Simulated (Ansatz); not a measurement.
PdAu3:

```
CELL_PARAMETERS angstrom
-2.05260 2.05260 4.00265
2.05260 -2.05260 4.00265
2.05260 2.05260 -4.00265
ATOMIC_POSITIONS crystal
Au 0.50000 0.50000 0.00000
Au 0.25000 0.75000 0.50000
Au 0.75000 0.25000 0.50000
Pd 0.00000 0.00000 0.00000
```

The cell comes from a database or a generator and needn't be the stable form of this composition.

| Quantity | Value |
| --- | --- |
| Program | Ansatz 0.2.0 |
| Task | single point |
| Functional | PBEsol |
| Potentials or basis | all-electron LAPW, scalar-relativistic |
| Cutoff | 252 eV (chosen from the basis error) |
| Basis error allowed | 0.001 eV/atom |
| k mesh | 9 × 9 × 9 |
| Occupations | fermi-dirac, width 0.05 eV |
| Spin | no spin polarisation |

On this cell: pressure -5.4 GPa; largest force under 0.003 eV/Å; band gap on the k mesh none (metal or under the smearing width).

The same run follows on a disturbed copy (atoms moved at random, drawn with an rms of 0.05 Å):

```
Au Pd
1.0
    -2.05260    2.05260    4.00265
     2.05260   -2.05260    4.00265
     2.05260    2.05260   -4.00265
Au Pd
3 1
Direct
  0.50871 0.50963 0.01200
  0.24410 0.74381 0.48752
  0.73986 0.24439 0.49135
  0.99798 0.99648 0.99390
```

Task: What does the disturbed cell give?

Result: The energy (extrapolated to zero smearing) moves by +5.2 meV/atom; pressure -5.1 GPa; largest force 0.486 eV/Å; band gap on the k mesh none (metal or under the smearing width).

Forces in eV/Å, atoms in the order of the input:
```
Au  -0.281 -0.249 -0.309
Au   0.152  0.113  0.135
Au   0.015  0.099  0.302
Pd   0.114  0.036 -0.129
```

Stress tensor (GPa, compression positive):
```
-5.14  0.03  0.06
 0.03 -5.14  0.11
 0.06  0.11 -5.04
```
